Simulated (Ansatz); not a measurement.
This script makes a comparison of functionals at one structure of LuZn, space group Pm-3m with Ansatz 0.2.0, Python API.

The script, `xc_luzn.py`:
```python
# -*- coding: utf-8 -*-
"""One structure of LuZn under several functionals."""

import csv
import warnings

import ansatz as az
from pymatgen.core import Lattice, Structure
from pymatgen.io.ase import AseAtomsAdaptor


def main():
    warnings.simplefilter("ignore", az.DeckWarning)

    pmg_structure = Structure(
        Lattice([(3.491, 0.0, 0.0), (0.0, 3.491, 0.0), (0.0, 0.0, 3.491)]),
        ["Lu", "Zn"],
        [
            (0.0, 0.0, 0.0),
            (0.5, 0.5, 0.5),
        ],
    )
    system = az.Crystal.from_ase(AseAtomsAdaptor.get_atoms(pmg_structure))

    base = system.calculation().basis(34 * az.Ry).kpoints(6).occupations("cold", width=0.05).stress()

    rows = []
    for value in ["pbesol", "lda", "blyp"]:
        data = base.functional(value).run().report
        rows.append((value, data["free_energy_ev"] / len(data["lattice"]["sites"]), data["n_iterations"], sum(data["stress_gpa"][i][i] for i in range(3)) / 3, data["n_kpoints"]))

    with open("xc.csv", "w", newline="") as handle:
        writer = csv.writer(handle)
        writer.writerow(["functional", "F/atom (eV)", "iterations", "P (GPa)", "k-points"])
        writer.writerows([round(v, 5) if isinstance(v, float) else v for v in row] for row in rows)
    print(open("xc.csv").read())


if __name__ == "__main__":
    main()
```

Which functional puts this cell under the lowest pressure, and which under the highest?

From lowest to highest: LDA (-6.6 GPa), PBEsol (-3.5 GPa) and BLYP (2.6 GPa). At a fixed cell a lower pressure usually means a smaller equilibrium volume, so LDA prefers the smallest cell and BLYP the largest.

The run itself:

```console
$ python xc_luzn.py
functional,F/atom (eV),iterations,P (GPa),k-points
pbesol,-8946.5245,8,-3.53256,20
lda,-8869.92923,8,-6.585,20
blyp,-9042.51924,8,2.62333,20
```

Notes:
- BLYP can be off by several per cent in the lattices of metals, and by several GPa in the pressure at a fixed cell.
- The mesh is modest for a metal, so energies can be off by several to tens of meV an atom and pressures by half a GPa or more; differences at equal mesh fare better.
- Pressure is positive in compression.
- The starting cell is as deposited in a crystallographic database; the results hold for this polymorph, which needn't be the stable one.
- Total energies of different functionals can't be compared; pressures, moments and gaps at this one structure can.
- It ran for 3.6 s on 1 thread of Intel(R) Xeon(R) 6975P-C (Granite Rapids), on a shared host, peak memory 0.48 GiB.

(A comment or docstring line of the script was reworded after the run, the code is as it ran; lines on the test bed's own set-up are left out of the output.)
